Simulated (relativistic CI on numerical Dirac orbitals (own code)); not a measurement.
# Mo⁴⁺: M2,3 absorption multiplets

Aim: the M2,3 absorption spectrum of Mo⁴⁺ in 5 surroundings, from the same atomic integrals.

Method: Dirac-Coulomb-Breit CI, KLI orbitals optimised for each configuration, model QED (radiative potential, 1s self-energy scaled to tabulated hydrogen-like ionisation energies), valence Slater integrals scaled by 0.7, multiplet model of core-to-valence dipole absorption. Code: relativistic CI on numerical Dirac orbitals (own code) version 1.

### 1 The atom as given

| Item | Value |
| --- | --- |
| ion | Mo⁴⁺ (Mo V) |
| nuclear charge | 42 |
| electrons | 38 |
| configurations | [Kr] 4d2 → [Ne] 3s2 3p5 3d10 4s2 4p6 4d3 |
| magnetising field for the dichroism, Lz and Sz | exchange field 10 meV on Sz; these come from the lowest magnetised state alone (0 K) |
| temperature of the isotropic spectrum | 300 K |
| widths | Lorentz 2 eV, Gauss 0.4 eV |
| surrounding 1 | free ion |
| surrounding 2 | D3d, 10Dq = 25500, Dsigma = 510, Dtau = 470 cm⁻¹ |
| surrounding 3 | D4h, 10Dq = 42700, Ds = 1500, Dt = 0 cm⁻¹ |
| surrounding 4 | Oh, 10Dq = 21150 cm⁻¹ |
| surrounding 5 | Oh, 10Dq = 16900 cm⁻¹ |

### 2 Surrounding 1: free ion

The run's settings:

```ini
atom Mo  Z=42  charge=4  electrons=38
nucleus A=98  rms_radius_fm=4.4091
hamiltonian dirac-coulomb  breit=on  qed=on  c_scale=1
orbitals kli  potential=per-configuration
slater_scale 0.7
correlation none
mixing on
configurations
  [Kr] 4d2
  [Ne] 3s2 3p5 3d10 4s2 4p6 4d3
end
absorption M2,3 T=300 lorentz=2 gauss=0.4
crystal_field free
```

### 3 Surrounding 2: D3d, 10Dq = 25500, Dsigma = 510, Dtau = 470

Changes to the settings of step 2:

```diff
@@ -12,2 +12,2 @@
 absorption M2,3 T=300 lorentz=2 gauss=0.4
-crystal_field free
+crystal_field D3d 10Dq=25500 Dsigma=510 Dtau=470
```

### 4 Surrounding 3: D4h, 10Dq = 42700, Ds = 1500, Dt = 0

Changes to the settings of step 3:

```diff
@@ -12,2 +12,2 @@
 absorption M2,3 T=300 lorentz=2 gauss=0.4
-crystal_field D3d 10Dq=25500 Dsigma=510 Dtau=470
+crystal_field D4h 10Dq=42700 Ds=1500 Dt=0
```

### 5 Surrounding 4: Oh, 10Dq = 21150

Changes to the settings of step 4:

```diff
@@ -12,2 +12,2 @@
 absorption M2,3 T=300 lorentz=2 gauss=0.4
-crystal_field D4h 10Dq=42700 Ds=1500 Dt=0
+crystal_field Oh 10Dq=21150
```

### 6 Surrounding 5: Oh, 10Dq = 16900

Changes to the settings of step 5:

```diff
@@ -12,2 +12,2 @@
 absorption M2,3 T=300 lorentz=2 gauss=0.4
-crystal_field Oh 10Dq=21150
+crystal_field Oh 10Dq=16900
```

(Steps that only read results are left out.)

**Question.** What will these runs give? Wanted: highest peak, first run; ground spin; share of the lower edge; core spin-orbit splitting.

The runs gave:

| surrounding | ground S | Lz (0 K) | Sz (0 K) | centroid (eV) | share of the lower edge | up to four highest peaks (% of the highest), eV |
| --- | --- | --- | --- | --- | --- | --- |
| 1: free | 0.99 | 2.69 | -0.69 | 405.81 | 0.803 | 402.2 (100), 419.2 (20), 420.2 (19) |
| 2: D3d | 1.00 | 1.30 | -1.00 | 407.22 | 0.744 | 401.2 (92), 403.5 (100), 421.0 (35) |
| 3: D4h | 1.00 | 0.00 | 0.00 | 407.75 | 0.717* | 400.5 (91), 405.0 (100), 418.5 (34), 422.8 (36) |
| 4: Oh | 1.00 | 1.33 | -0.94 | 407.03 | 0.749 | 403.0 (100), 420.5 (36) |
| 5: Oh | 1.00 | 1.35 | -0.91 | 406.93 | 0.752 | 402.5 (100), 420.2 (35) |

* From the broadened curve, split at its minimum between the edges.

| quantity | value |
| --- | --- |
| highest peak, first run | 402.2 eV |
| ground spin (effective S from ⟨S²⟩) | 0.99 |
| share of the lower edge | 0.717 to 0.803 |
| core spin-orbit splitting (without Breit) | 17.90 eV |

What this shows: The lower edge takes 0.80 of the intensity in surrounding 1, above the statistical 0.67. The position of the maximum differs by up to 2.8 eV between the surroundings, by shifts of peaks or by peaks exchanging rank. Edge positions are free-ion values and differ from those in solids by a few eV or more.
